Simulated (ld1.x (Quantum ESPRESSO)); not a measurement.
# A PAW potential for Co, from input to tests

Do these settings give a usable potential? It is generated, then checked for transferability, scattering, ghosts and hardness.

Method: ld1.x (Quantum ESPRESSO) 7.5, PBE, scalar-relativistic.

### 1 Settings

Typed settings, in words:

```
element                 : cobalt (Co, Z = 27)
type                    : PAW
frozen core             : [Ne]
valence charge          : 17
reference configuration : 3s2 3p6 3d7 4s1.75 4p0 (charge +0.25)
partial waves           : 3s (bound): rcut 1.05, rcutus 1.15 bohr; 4s (bound): rcut 1.05, rcutus 1.15 bohr; 3p (bound): rcut 1.15, rcutus 1.35 bohr; 4p (bound, empty): rcut 1.15, rcutus 1.35 bohr; 3d (bound): rcut 1.70, rcutus 1.85 bohr; 3d channel at 0.75 Ry: rcut 1.70, rcutus 1.85 bohr
local potential         : all-electron potential smoothed inside 1.15 bohr (lloc = -1)
core correction         : not asked for
augmentation charge     : PSQ, inside the norm-conserving radii
```

### 2 The generation run

Co.in

```
 &input
   title='Co', zed=27., rel=1, dft='PBE', iswitch=3,
   config='[Ar] 3d7 4s1.75 4p0',
   nld=3, rlderiv=2.00, eminld=-10.0, emaxld=5.0, deld=0.04
 /
 &inputp
   pseudotype=3, lpaw=.true., tm=.true., lloc=-1, rcloc=1.15,
   nlcc=.false.,
   which_augfun='PSQ', rmatch_augfun_nc=.true.,
   file_pseudopw='Co.UPF', file_wfcaegen='ae.wfc', file_wfcncgen='nc.wfc', file_beta='beta', file_chi='chi', file_wfcusgen='us.wfc'
 /
6
3S  1  0   2.00   0.00  1.05  1.15  0.0
4S  2  0   1.75   0.00  1.05  1.15  0.0
3P  2  1   6.00   0.00  1.15  1.35  0.0
4P  3  1   0.00   0.00  1.15  1.35  0.0
3D  3  2   7.00   0.00  1.70  1.85  0.0
3D  3  2   0.00   0.75  1.70  1.85  0.0
 &test
   configts(1)='3s2 3p6 3d7 4s1.75 4p0'
 /
```

Launch:

```console
$ ld1.x < Co.in > Co.out
```

The output, Co.out (without the banner and most projector matrices):

```text
     Program LD1 v.7.5
     --------------------------- All-electron run ----------------------------

     Co
     scalar relativistic calculation

     atomic number is 27.00
     dft =PBE   lsd =0 sic =0 latt =0  beta=0.20 tr2=1.0E-14
     Exchange-correlation= PBE
                           (   1   4   3   4   0   0   0)
     mesh =1193 r(mesh) =  99.89935 a.u. xmin = -7.00 dx = 0.01250
     1 Ry =  13.60569312 eV, c = 137.03599908

     n l     nl                  e(Ry)          e(Ha)          e(eV)
     1 0     1S 1( 2.00)      -558.2340      -279.1170     -7595.1600
     2 0     2S 1( 2.00)       -66.2240       -33.1120      -901.0240
     2 1     2P 1( 6.00)       -56.7384       -28.3692      -771.9653
     3 0     3S 1( 2.00)        -7.6773        -3.8387      -104.4556
     3 1     3P 1( 6.00)        -4.9752        -2.4876       -67.6913
     3 2     3D 1( 7.00)        -0.7530        -0.3765       -10.2456
     4 0     4S 1( 1.75)        -0.5287        -0.2644        -7.1937
     4 1     4P 1( 0.00)        -0.1978        -0.0989        -2.6908

     final scf error:  4.6E-15 reached in  31 iterations

     Etot =   -2786.178638 Ry,   -1393.089319 Ha,  -37907.891531 eV

     Ekin =    2822.158642 Ry,    1411.079321 Ha,   38397.424425 eV
     Encl =   -6670.562790 Ry,   -3335.281395 Ha,  -90757.630283 eV
     Eh   =    1180.759874 Ry,     590.379937 Ha,   16065.056493 eV
     Exc  =    -118.534363 Ry,     -59.267181 Ha,   -1612.742166 eV

     normalization and overlap integrals

     s(1S/1S) =  1.000000  <r> =   0.0562  <r2> =    0.0042  r(max) =   0.0366
     s(2S/2S) =  1.000000  <r> =   0.2555  <r2> =    0.0770  r(max) =   0.2131
     s(2P/2P) =  1.000000  <r> =   0.2250  <r2> =    0.0622  r(max) =   0.1723
     s(3S/3S) =  1.000000  <r> =   0.7737  <r2> =    0.6915  r(max) =   0.6648
     s(3P/3P) =  1.000000  <r> =   0.8161  <r2> =    0.7866  r(max) =   0.6816
     s(3D/3D) =  1.000000  <r> =   1.0656  <r2> =    1.5321  r(max) =   0.6648
     s(4S/4S) =  1.000000  <r> =   2.8142  <r2> =    9.2011  r(max) =   2.2914
     s(4P/4P) =  1.000000  <r> =   3.9978  <r2> =   19.0029  r(max) =   3.0931

     ------------------------ End of All-electron run ------------------------

     --------------------- Generating PAW atomic setup --------------------

      Generating local potential from pseudized AE potential:
      Matching radius rcloc =   1.1500

      Local pseudo, rcloc= 1.138 Estimated cut-off energy=    19.12 Ry

      Computing core charge for PAW:

       r > 0.37 : true rho core
       r < 0.37 : rho core = a sin(br)/r    a=  55.30  b=   7.11

      Integrated core pseudo-charge :   3.91
      Wfc-us  3S rcutus= 1.138  Estimated cut-off energy=    40.59 Ry
      Wfc-us  4S rcutus= 1.138  Estimated cut-off energy=    79.18 Ry
      Wfc-us  3P rcutus= 1.355  Estimated cut-off energy=    45.90 Ry
      Wfc-us  4P rcutus= 1.355  Estimated cut-off energy=    85.87 Ry
      Wfc-us  3D rcutus= 1.830  Estimated cut-off energy=    35.11 Ry
      Wfc-us  3D rcutus= 1.830  Estimated cut-off energy=    63.60 Ry

     Required augmentation: PSQ   radius:    1.850000

     Q pseudized with Bessel functions
     Expected ecutrho=     328.9906 due to l1=  0   l2=  2

     Estimated PAW energy = -376.000437 Ryd

     The PAW screened D coefficients
     8.94141     2.87722     0.00000     0.00000     0.00000     0.00000
     2.87722     0.83922     0.00000     0.00000     0.00000     0.00000
     0.00000     0.00000    -2.22336     0.22370     0.00000     0.00000
     0.00000     0.00000     0.22370    -0.07404     0.00000     0.00000
     0.00000     0.00000     0.00000     0.00000    -1.13031    -0.54072
     0.00000     0.00000     0.00000     0.00000    -0.54072    -2.87215

     The PAW descreened D coefficients (US)
     0.59065    -0.33982     0.00000     0.00000     0.00000     0.00000
    -0.33982    -0.27048     0.00000     0.00000     0.00000     0.00000
     0.00000     0.00000     3.33399    -0.31219     0.00000     0.00000
     0.00000     0.00000    -0.31219    -0.99670     0.00000     0.00000
     0.00000     0.00000     0.00000     0.00000     9.27815     2.11752
     0.00000     0.00000     0.00000     0.00000     2.11752   -10.11154

     ------------------- End of pseudopotential generation -------------------

     [... the all-electron block is printed once more ...]


     Computing logarithmic derivative in   2.00959
     Computing logarithmic derivative in   2.00959
     Computing the partial wave expansion
     R is outside the sphere for l=    0 j= 0.00
     R is outside the sphere for l=    0 j= 0.00
     R is outside the sphere for l=    1 j= 0.00
     R is outside the sphere for l=    1 j= 0.00
     R is outside the sphere for l=    2 j= 0.00
     R is outside the sphere for l=    2 j= 0.00

     ---------------------- Testing the pseudopotential ----------------------

     Co
     scalar relativistic calculation

     atomic number is 27.00   valence charge is 17.00
     dft = SLA  PW   PBX  PBC   lsd =0 sic =0 latt =0  beta=0.20 tr2=1.0E-14
     mesh =1193 r(mesh) =  99.89935 xmin = -7.00 dx = 0.01250

     n l     nl             e AE (Ry)        e PS (Ry)    De AE-PS (Ry)
     1 0     3S   1( 2.00)       -7.67735       -7.67730       -0.00005
     2 1     3P   1( 6.00)       -4.97522       -4.97517       -0.00005
     3 2     3D   1( 7.00)       -0.75304       -0.75303       -0.00001
     2 0     4S   1( 1.75)       -0.52873       -0.52871       -0.00002
     3 1     4P   1( 0.00)       -0.19777       -0.19776       -0.00001

     eps = 6.7E-15  iter = 15

     Etot =   -2786.178638 Ry,   -1393.089319 Ha,  -37907.891531 eV
     Etotps =  -376.000402 Ry,    -188.000201 Ha,   -5115.746089 eV

     Ekin =     327.476574 Ry,     163.738287 Ha,    4455.545768 eV
     Encl =    -833.589783 Ry,    -416.794891 Ha,  -11341.566777 eV
     Ehrt =     248.647998 Ry,     124.323999 Ha,    3383.028360 eV
     Ecxc =    -118.535192 Ry,     -59.267596 Ha,   -1612.753441 eV

     ---------------------- End of pseudopotential test ----------------------
```

Wall time 2.2 s (1 thread of Neoverse-V1, shared host). (Generation and the later configuration tests together.)

All-electron and pseudo partial waves u(r) = r·R(r), from the program's wave files:

```csv
r (bohr),4p AE,4p PS,3s AE,3s PS
0.093,0.0969,-0.0245,-0.2291,0.3837
0.185,0.0905,-0.0904,-0.6706,0.7327
0.278,-0.0007,-0.1807,-0.2430,1.0277
0.370,-0.0950,-0.2697,0.3871,1.2434
0.463,-0.1595,-0.3360,0.8870,1.3745
0.555,-0.1869,-0.3626,1.1682,1.4187
0.648,-0.1834,-0.3452,1.2679,1.3871
0.740,-0.1576,-0.2904,1.2417,1.2968
0.833,-0.1172,-0.2110,1.1429,1.1667
0.925,-0.0692,-0.1244,1.0114,1.0201
1.018,-0.0169,-0.0421,0.8692,0.8710
1.110,0.0357,0.0278,0.7335,0.7335
1.203,0.0877,0.0865,0.6088,0.6088
1.295,0.1368,0.1368,0.5006,0.5006
1.388,0.1836,0.1836,0.4072,0.4072
1.480,0.2265,0.2265,0.3297,0.3297
1.573,0.2663,0.2663,0.2649,0.2649
1.665,0.3023,0.3023,0.2125,0.2125
1.758,0.3353,0.3353,0.1693,0.1693
1.850,0.3646,0.3646,0.1349,0.1349
1.943,0.3911,0.3911,0.1069,0.1069
2.035,0.4144,0.4144,0.0848,0.0848
2.128,0.4352,0.4352,0.0669,0.0669
2.220,0.4531,0.4531,0.0529,0.0529
2.313,0.4687,0.4687,0.0416,0.0416
2.405,0.4818,0.4818,0.0328,0.0328
```

### 3 Testing the new file in other configurations

Co.test.in

```
 &input
   title='Co', zed=27., rel=1, dft='PBE', iswitch=2,
   config='[Ar] 3d7 4s1.75 4p0'
 /
 &test
   file_pseudo='Co.UPF', nconf=8,
   configts(1)='3s2 3p6 3d7 4s1.75 4p0',
   configts(2)='3s2 3p6 3d7 4s2 4p0',
   configts(3)='3s2 3p6 3d7 4s1 4p0',
   configts(4)='3s2 3p6 3d7 4s0 4p0',
   configts(5)='3s2 3p6 3d6 4s0 4p0',
   configts(6)='3s2 3p5 3d7 4s2 4p0',
   configts(7)='3s2 3p6 3d7 4s0 4p2',
   configts(8)='3s2 3p6 3d8 4s1 4p0'
 /
```

Launch:

```console
$ ld1.x < Co.test.in > Co.test.out
```

Co.test.out, the pseudopotential blocks, each with the warnings that came before it:

```text
     ---------------------- Testing the pseudopotential ----------------------

     Co
     scalar relativistic calculation

     atomic number is 27.00   valence charge is 17.00
     dft =SLA  PW   PBX  PBC   lsd =0 sic =0 latt =0  beta=0.20 tr2=1.0E-14
     mesh =1193 r(mesh) =  99.89935 xmin = -7.00 dx = 0.01250

     n l     nl             e AE (Ry)        e PS (Ry)    De AE-PS (Ry)
     1 0     3S   1( 2.00)       -7.67735       -7.67730       -0.00005
     2 1     3P   1( 6.00)       -4.97522       -4.97517       -0.00005
     3 2     3D   1( 7.00)       -0.75304       -0.75303       -0.00001
     2 0     4S   1( 1.75)       -0.52873       -0.52871       -0.00002
     3 1     4P   1( 0.00)       -0.19777       -0.19776       -0.00001

     eps = 6.0E-15  iter = 15

     Etot =   -2786.178638 Ry,   -1393.089319 Ha,  -37907.891531 eV
     Etotps =  -376.000403 Ry,    -188.000201 Ha,   -5115.746095 eV

     Ekin =     327.476573 Ry,     163.738286 Ha,    4455.545752 eV
     Encl =    -833.589782 Ry,    -416.794891 Ha,  -11341.566766 eV
     Ehrt =     248.647998 Ry,     124.323999 Ha,    3383.028360 eV
     Ecxc =    -118.535192 Ry,     -59.267596 Ha,   -1612.753441 eV

     ---------------------- End of pseudopotential test ----------------------

     ---------------------- Testing the pseudopotential ----------------------

     Co
     scalar relativistic calculation

     atomic number is 27.00   valence charge is 17.00
     dft =SLA  PW   PBX  PBC   lsd =0 sic =0 latt =0  beta=0.20 tr2=1.0E-14
     mesh =1193 r(mesh) =  99.89935 xmin = -7.00 dx = 0.01250

     n l     nl             e AE (Ry)        e PS (Ry)    De AE-PS (Ry)
     1 0     3S   1( 2.00)       -7.52658       -7.52659        0.00000
     2 1     3P   1( 6.00)       -4.82419       -4.82417       -0.00002
     3 2     3D   1( 7.00)       -0.60298       -0.60300        0.00002
     2 0     4S   1( 2.00)       -0.40202       -0.40200       -0.00001
     3 1     4P   1( 0.00)       -0.09383       -0.09382       -0.00001

     eps = 1.6E-15  iter = 13

     Etot =   -2786.294851 Ry,   -1393.147426 Ha,  -37909.472698 eV
     Etotps =  -376.116632 Ry,    -188.058316 Ha,   -5117.327473 eV
     dEtot_ae =      -0.116214 Ry
     dEtot_ps =      -0.116229 Ry,   Delta E=       0.000016 Ry

     Ekin =     327.659258 Ry,     163.829629 Ha,    4458.031308 eV
     Encl =    -836.319563 Ry,    -418.159782 Ha,  -11378.707331 eV
     Ehrt =     251.171319 Ry,     125.585660 Ha,    3417.359888 eV
     Ecxc =    -118.627645 Ry,     -59.313823 Ha,   -1614.011338 eV

     ---------------------- End of pseudopotential test ----------------------

     ---------------------- Testing the pseudopotential ----------------------

     Co
     scalar relativistic calculation

     atomic number is 27.00   valence charge is 17.00
     dft =SLA  PW   PBX  PBC   lsd =0 sic =0 latt =0  beta=0.20 tr2=1.0E-14
     mesh =1193 r(mesh) =  99.89935 xmin = -7.00 dx = 0.01250

     n l     nl             e AE (Ry)        e PS (Ry)    De AE-PS (Ry)
     1 0     3S   1( 2.00)       -8.17488       -8.17455       -0.00033
     2 1     3P   1( 6.00)       -5.47350       -5.47327       -0.00024
     3 2     3D   1( 7.00)       -1.24646       -1.24619       -0.00026
     2 0     4S   1( 1.00)       -0.93803       -0.93799       -0.00004
     3 1     4P   1( 0.00)       -0.54886       -0.54901        0.00015

     eps = 8.1E-15  iter = 24

     Etot =   -2785.631149 Ry,   -1392.815574 Ha,  -37900.442564 eV
     Etotps =  -375.452890 Ry,    -187.726445 Ha,   -5108.296797 eV
     dEtot_ae =       0.547489 Ry
     dEtot_ps =       0.547513 Ry,   Delta E=      -0.000024 Ry

     Ekin =     326.677479 Ry,     163.338739 Ha,    4444.673523 eV
     Encl =    -824.455142 Ry,    -412.227571 Ha,  -11217.283662 eV
     Ehrt =     240.563501 Ry,     120.281750 Ha,    3273.033169 eV
     Ecxc =    -118.238726 Ry,     -59.119363 Ha,   -1608.719827 eV

     ---------------------- End of pseudopotential test ----------------------

     ---------------------- Testing the pseudopotential ----------------------

     Co
     scalar relativistic calculation

     atomic number is 27.00   valence charge is 17.00
     dft =SLA  PW   PBX  PBC   lsd =0 sic =0 latt =0  beta=0.20 tr2=1.0E-14
     mesh =1193 r(mesh) =  99.89935 xmin = -7.00 dx = 0.01250

     n l     nl             e AE (Ry)        e PS (Ry)    De AE-PS (Ry)
     1 0     3S   1( 2.00)       -8.92863       -8.92765       -0.00098
     2 1     3P   1( 6.00)       -6.22769       -6.22704       -0.00066
     3 2     3D   1( 7.00)       -1.98916       -1.98807       -0.00109
     2 0     4S   1( 0.00)       -1.53869       -1.53859       -0.00010
     3 1     4P   1( 0.00)       -1.07841       -1.07987        0.00146

     eps = 8.5E-15  iter = 25

     Etot =   -2784.397424 Ry,   -1392.198712 Ha,  -37883.656885 eV
     Etotps =  -374.219149 Ry,    -187.109574 Ha,   -5091.510900 eV
     dEtot_ae =       1.781214 Ry
     dEtot_ps =       1.781254 Ry,   Delta E=      -0.000040 Ry

     Ekin =     324.908751 Ry,     162.454375 Ha,    4420.608754 eV
     Encl =    -810.238630 Ry,    -405.119315 Ha,  -11023.858162 eV
     Ehrt =     228.931457 Ry,     114.465729 Ha,    3114.771151 eV
     Ecxc =    -117.820726 Ry,     -58.910363 Ha,   -1603.032642 eV

     ---------------------- End of pseudopotential test ----------------------

     BEWARE! Errors in PS-KS equations
     Warning: n=1, l=0 expected 0 nodes, found 1
     Warning: n=2, l=0 expected 1 nodes, found 3
     Warning: n=2, l=1 expected 0 nodes, found 1
     ---------------------- Testing the pseudopotential ----------------------

     Co
     scalar relativistic calculation

     atomic number is 27.00   valence charge is 17.00
     dft =SLA  PW   PBX  PBC   lsd =0 sic =0 latt =0  beta=0.20 tr2=1.0E-14
     mesh =1193 r(mesh) =  99.89935 xmin = -7.00 dx = 0.01250

     n l     nl             e AE (Ry)        e PS (Ry)    De AE-PS (Ry)
     1 0     3S   1( 2.00)      -10.34477      -13.02267        2.67791  !
     2 1     3P   1( 6.00)       -7.62638      -10.18985        2.56347  !
     3 2     3D   1( 6.00)       -3.31966       -3.31966        0.00000
     2 0     4S   1( 0.00)       -2.38146       -2.38146        0.00000
     3 1     4P   1( 0.00)       -1.82341       -1.82341        0.00000

     eps = 1.9E-21  iter =  6

     Etot =   -2781.761040 Ry,   -1390.880520 Ha,  -37847.787048 eV
     Etotps =  -191.005776 Ry,     -95.502888 Ha,   -2598.765979 eV
     dEtot_ae =       4.417598 Ry
     dEtot_ps =     184.994626 Ry,   Delta E=    -180.577028 Ry

     Ekin =    -107.102423 Ry,     -53.551212 Ha,   -1457.202706 eV
     Encl =       0.000000 Ry,       0.000000 Ha,       0.000000 eV
     Ehrt =       0.000000 Ry,       0.000000 Ha,       0.000000 eV
     Ecxc =     -83.903353 Ry,     -41.951676 Ha,   -1141.563273 eV

     ---------------------- End of pseudopotential test ----------------------

     ---------------------- Testing the pseudopotential ----------------------

     Co
     scalar relativistic calculation

     atomic number is 27.00   valence charge is 17.00
     dft =SLA  PW   PBX  PBC   lsd =0 sic =0 latt =0  beta=0.20 tr2=1.0E-14
     mesh =1193 r(mesh) =  99.89935 xmin = -7.00 dx = 0.01250

     n l     nl             e AE (Ry)        e PS (Ry)    De AE-PS (Ry)
     1 0     3S   1( 2.00)       -8.74905       -8.74629       -0.00276
     2 1     3P   1( 5.00)       -6.03170       -6.02740       -0.00430
     3 2     3D   1( 7.00)       -1.73413       -1.72655       -0.00758  !
     2 0     4S   1( 2.00)       -1.07563       -1.07457       -0.00106
     3 1     4P   1( 0.00)       -0.63820       -0.64554        0.00734  !

     eps = 6.2E-15  iter = 27

     Etot =   -2780.891001 Ry,   -1390.445501 Ha,  -37835.949570 eV
     Etotps =  -370.712721 Ry,    -185.356360 Ha,   -5043.803513 eV
     dEtot_ae =       5.287637 Ry
     dEtot_ps =       5.287682 Ry,   Delta E=      -0.000046 Ry

     Ekin =     323.208750 Ry,     161.604375 Ha,    4397.479063 eV
     Encl =    -809.163530 Ry,    -404.581765 Ha,  -11009.230673 eV
     Ehrt =     232.526466 Ry,     116.263233 Ha,    3163.683743 eV
     Ecxc =    -117.284407 Ry,     -58.642203 Ha,   -1595.735646 eV

     ---------------------- End of pseudopotential test ----------------------

     ---------------------- Testing the pseudopotential ----------------------

     Co
     scalar relativistic calculation

     atomic number is 27.00   valence charge is 17.00
     dft =SLA  PW   PBX  PBC   lsd =0 sic =0 latt =0  beta=0.20 tr2=1.0E-14
     mesh =1193 r(mesh) =  99.89935 xmin = -7.00 dx = 0.01250

     n l     nl             e AE (Ry)        e PS (Ry)    De AE-PS (Ry)
     1 0     3S   1( 2.00)       -7.78104       -7.77818       -0.00286
     2 1     3P   1( 6.00)       -5.07925       -5.07689       -0.00236
     3 2     3D   1( 7.00)       -0.84920       -0.84596       -0.00324
     2 0     4S   1( 0.00)       -0.55385       -0.55289       -0.00096
     3 1     4P   1( 2.00)       -0.20516       -0.20503       -0.00013

     eps = 2.1E-15  iter = 24

     Etot =   -2785.634942 Ry,   -1392.817471 Ha,  -37900.494175 eV
     Etotps =  -375.457252 Ry,    -187.728626 Ha,   -5108.356148 eV
     dEtot_ae =       0.543696 Ry
     dEtot_ps =       0.543151 Ry,   Delta E=       0.000545 Ry

     Ekin =     325.669775 Ry,     162.834888 Ha,    4430.963024 eV
     Encl =    -829.846780 Ry,    -414.923390 Ha,  -11290.640621 eV
     Ehrt =     247.127948 Ry,     123.563974 Ha,    3362.347017 eV
     Ecxc =    -118.408195 Ry,     -59.204098 Ha,   -1611.025567 eV

     ---------------------- End of pseudopotential test ----------------------
```

2 tests gave no usable energy difference (3s2 3p6 3d6 4s0 4p0; 3s2 3p6 3d8 4s1 4p0); the test run stopped with "negative rho".

Excitation and ionisation energies from 3s2 3p6 3d7 4s1.75 4p0, with the error of the potential.

| valence configuration | charge | ΔE all-electron (eV) | error AE − PS (meV) |
| --- | --- | --- | --- |
| 3s2 3p6 3d7 4s2 4p0 | 0 | -1.581 | +0.2 |
| 3s2 3p6 3d7 4s1 4p0 | +1 | 7.449 | -0.3 |
| 3s2 3p6 3d7 4s0 4p0 | +2 | 24.235 | -0.5 |
| 3s2 3p5 3d7 4s2 4p0 | +1 | 71.942 | -0.6 |
| 3s2 3p6 3d7 4s0 4p2 | 0 | 7.397 | +7.4 |

### 4 Does it scatter like the atom?

Taken from the files of the generation run. The phase is arctan(r·u′/u) with u = r·R, unwrapped, with energies in Ry. A pole is an energy at which the radial function vanishes at the test radius. The pseudo phase is shifted by a multiple of π to meet the all-electron one at the reference energy. Levels narrower than the energy grid can be missing from the poles. Left out: s, p, where the overlap operator is not positive , so their phases aren't trusted. The last column is the largest difference on the grid between −1 and +1 Ry.

| channel | radius (bohr) | reference (Ry) | poles AE | poles PS | window around the reference with phases within 0.05 rad (Ry) | largest difference near zero (rad) |
| --- | --- | --- | --- | --- | --- | --- |
| d | 2.01 | -0.75 | -0.40 | -0.41, 4.61 | below 2.0 | 0.002 |

Phases (rad) along the scan:

```csv
E (Ry),d AE,d PS
-10.00,1.414,1.411
-9.52,1.410,1.407
-9.04,1.406,1.402
-8.56,1.402,1.397
-8.08,1.397,1.392
-7.60,1.391,1.387
-7.12,1.385,1.381
-6.64,1.379,1.374
-6.16,1.371,1.366
-5.68,1.363,1.358
-5.20,1.353,1.348
-4.72,1.342,1.337
-4.24,1.329,1.323
-3.76,1.313,1.307
-3.28,1.293,1.287
-2.80,1.265,1.259
-2.32,1.225,1.219
-1.84,1.154,1.148
-1.36,0.970,0.963
-0.88,-0.421,-0.423
-0.40,-1.574,-1.575
0.08,-1.755,-1.755
0.56,-1.853,-1.853
1.04,-1.944,-1.944
1.52,-2.058,-2.065
2.00,-2.233,-2.275
2.48,-2.548,-2.754
2.96,-3.116,-3.679
3.44,-3.753,-4.279
3.92,-4.138,-4.533
4.40,-4.341,-4.669
4.88,-4.460,-4.761
```

### 5 Cutoff and ghost test in a Bessel basis

This step uses the generator's waves and projectors in a separate script. Basis: spherical Bessel functions vanishing at 20 bohr, q² up to the cutoff; potential fixed at the reference.

No cutoffs are read. The overlap operator is not positive in s, p (lowest eigenvalue -1.617), so the test is not defined there. The ghost test is not conclusive.

### 6 Outcome

| quantity | value |
| --- | --- |
| cutoffs | not determined |
| bound ghosts | not determined |
| largest test error (AE − PS) | +7.4 meV, for 3s2 3p6 3d7 4s0 4p2 (2 tests unsolved) |
| largest phase difference near zero energy, channels read | 0.002 rad |
| lowest eigenvalue of the overlap (Bessel basis) | -1.617 (p) |
| density cutoff estimated by the generator | 329 Ry |

**Reading.** The overlap operator is not positive definite in s, p, so a plane-wave run would break down once the basis is large enough. The worst unpolarised test, 3s2 3p6 3d7 4s0 4p2, is off by 7.4 meV on 7.4 eV; by total energies transferability rates as good where solved. The test run broke off, so later configurations gave nothing; the verdict rests on few tests. No cutoffs are read. Ghosts could not be judged. Near zero energy the phases of the channels with partial waves that could be evaluated agree within 0.002 rad. These are tests on the free atom; a crystal test is still owed.
